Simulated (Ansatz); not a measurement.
# AlH4: a closer look at a trial structure

This session takes a relaxed cell of AlH4 and sets out to see whether it has a gap, which orbitals make up the states near it and how charge is shared.

Computed with Ansatz 0.2.0 (DFT PBE, scalar-relativistic, plane waves, PAW, unless a step's input says otherwise).

1 further run of the same task is left out (set aside as unsound or not needed).

## Step 1: The starting structure

The structure is hexagonal, space group P6/mmm (No. 191). The conventional cell has a = 3.304 Å, b = 3.304 Å, c = 4.627 Å, α = 90.00°, β = 90.00°, γ = 120.00°. Al (site symmetry 6/mmm) has 8 H at 1.81 to 1.91 Å as nearest neighbours. Around H (site symmetry -6m2) lie 3 Al at 1.91 Å and 3 H at 1.91 Å. H (site symmetry 6mm) is surrounded by 1 H at 1.00 Å.

As a file:

```
CELL_PARAMETERS angstrom
3.30374 0.00000 0.00000
-1.65187 2.86112 0.00000
0.00000 0.00000 4.62650
ATOMIC_POSITIONS crystal
Al 0.00000 0.00000 0.00000
H 0.33333 0.66667 0.00000
H 0.66667 0.33333 0.00000
H 0.00000 0.00000 0.39185
H 0.00000 0.00000 0.60815
```

The cell was relaxed beforehand at this level, from a generated guess; it needn't be the stable form of this composition. At a tolerance of 0.05 Å it has space group P6/mmm (No. 191); it has 8.75 Å³/atom, an uncorrected energy of +0.43 eV/atom over the elements.

## Step 2: Static run: bands, density of states and charges

Input file input.yaml:

```yaml
crystal:
  lattice:
    - [3.3037368264, 0.0, 0.0]
    - [-1.6518684132, 2.8611200191, 0.0]
    - [0.0, 0.0, 4.6265013211]
  atoms:
    - { symbol: Al, position: [0.0, 0.0, 0.0] }
    - { symbol: H, position: [0.3333333333, 0.6666666667, 0.0] }
    - { symbol: H, position: [0.6666666667, 0.3333333333, 0.0] }
    - { symbol: H, position: [0.0, 0.0, 0.3918531771] }
    - { symbol: H, position: [0.0, 0.0, 0.6081468229] }
basis:
  ecutwfc: 420
kpoints:
  mp_grid: { grid: [12, 12, 8] }
  band_path:
    path:
      - [[0.0, 0.0, 0.0], [0.5, 0.0, 0.0], [0.33333333, 0.33333333, 0.0], [0.0, 0.0, 0.0], [0.0, 0.0, 0.5], [0.5, 0.0, 0.5], [0.33333333, 0.33333333, 0.5], [0.0, 0.0, 0.5]]
      - [[0.5, 0.0, 0.5], [0.5, 0.0, 0.0]]
      - [[0.33333333, 0.33333333, 0.5], [0.33333333, 0.33333333, 0.0]]
    npoints: 14
hamiltonian:
  xc: pbe
scf:
  occupations: { method: gaussian, width: 0.1 }
  n_extra_bands: 12
output:
  forces: true
  stress: true
  eigenvalues: true
  populations: true
  dos: { projected: true, de: 0.02, nscf_kmesh: { grid: [15, 15, 10] } }
  bader: true
  write_density: true
  write_potential: true
  elf: true
  volumetric_format: npy
```

Command:

```
$ ansatz run input.yaml --threads 1 --pin off --max-ram 2560MiB --backend cpu --events-out ev --progress --plain --runs-dir out
```

Before running it: what results should come out? Wanted: gap; states at the Fermi level; Bader charges.

As calculated:

| quantity | value |
| --- | --- |
| gap | none (metal) |
| states at the Fermi level | 1.26 per eV per cell |
| Bader charges | Al +2.03, H -0.69 to -0.33 e |

In words: There is no gap at this level. Of the projected weight within 0.25 eV of the Fermi level, the largest part is H 1s (54 %) and Al 3p (33 %). Charge transfer between the atoms is strong (Bader charges up to 2.0 e).
